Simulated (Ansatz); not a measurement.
# H8N2OSi2: relaxing the structure

What shape does H8N2OSi2 take? The plan is to relax it.

The runs use Ansatz 0.2.0, Gaussian basis; RKS PBE0-D4/def2-TZVP.

Plan: relaxation at PBE0-D4/def2-TZVP.

1 further run of the same task is left out (set aside as unsound or not needed).

### 1 The system as given

SMILES `N[SiH2]O[SiH2]N`, 13 atoms, charge 0, spin multiplicity 1.

Atoms are counted from 1 here; the program's logs count them from 0.

Bond lengths: N1–Si2 1.719 Å, N1–H6 1.005 Å, N1–H7 1.007 Å, Si2–O3 1.620 Å, Si2–H8 1.468 Å, Si2–H9 1.460 Å, O3–Si4 1.615 Å, Si4–N5 1.728 Å, Si4–H10 1.465 Å, Si4–H11 1.459 Å, N5–H12 1.007 Å, N5–H13 1.008 Å. Angles: Si2–N1–H6 120.5°, Si2–N1–H7 118.1°, H6–N1–H7 110.9°, N1–Si2–O3 107.8°, N1–Si2–H8 116.3°, N1–Si2–H9 107.7°, O3–Si2–H8 103.6°, O3–Si2–H9 107.7°, H8–Si2–H9 113.1°, Si2–O3–Si4 149.6°, O3–Si4–N5 107.4°, O3–Si4–H10 102.2°, O3–Si4–H11 111.4°, N5–Si4–H10 116.7°, N5–Si4–H11 105.2°, H10–Si4–H11 113.9°, Si4–N5–H12 118.0°, Si4–N5–H13 117.6° and more.

The start is a GFN2-xTB geometry.

### 2 Geometry optimisation, PBE0-D4/def2-TZVP

File in.yaml:

```yaml
crystal:
  periodic: [false, false, false]
  atoms:
    - {symbol: N, position_ang: [-1.672660, -0.046170, -1.215220]}
    - {symbol: Si, position_ang: [-0.139350, -0.728030, -1.588330]}
    - {symbol: O, position_ang: [0.915950, -0.218010, -0.469470]}
    - {symbol: Si, position_ang: [1.244790, 0.694080, 0.822430]}
    - {symbol: N, position_ang: [0.083010, 0.301970, 2.040480]}
    - {symbol: H, position_ang: [-2.492850, -0.323610, -1.725710]}
    - {symbol: H, position_ang: [-1.892300, 0.127380, -0.247960]}
    - {symbol: H, position_ang: [-0.042040, -2.191320, -1.514570]}
    - {symbol: H, position_ang: [0.285510, -0.188970, -2.877430]}
    - {symbol: H, position_ang: [2.638430, 0.339940, 1.103380]}
    - {symbol: H, position_ang: [1.039690, 2.111080, 0.540910]}
    - {symbol: H, position_ang: [0.131380, 0.795870, 2.916470]}
    - {symbol: H, position_ang: [-0.099560, -0.674220, 2.215010]}
basis:
  gaussian: {orbitals: def2-TZVP}
hamiltonian: {xc: pbe0, dispersion: d4}
relax: {f_tol: 0.005, max_steps: 150}
```

The run is started by

```sh
$ ansatz run in.yaml --threads 2 --pin off --events-out ev --progress --plain --max-ram 32768MiB --backend cuda --devices 0, --max-vram 18GiB
```

Before running them: what should the planned runs give, taken together? Wanted: point group; shift from the start; total energy; dispersion term; dipole moment.

As calculated:

| quantity | value |
| --- | --- |
| point group | C2 |
| steps | 35 |
| shift from the start (rms) | 0.616 Å |
| total energy | -20907.4259 eV |
| dispersion term | -244 meV |
| dipole moment | 2.46 D |

In words: The atoms moved 0.62 Å (rms) from the start; the bond that changed most is Si4–H11, from 1.459 to 1.484 Å. No vibrations were run, so it is not proven to be a minimum. The largest Mulliken charge, -0.64 e, sits on N5.
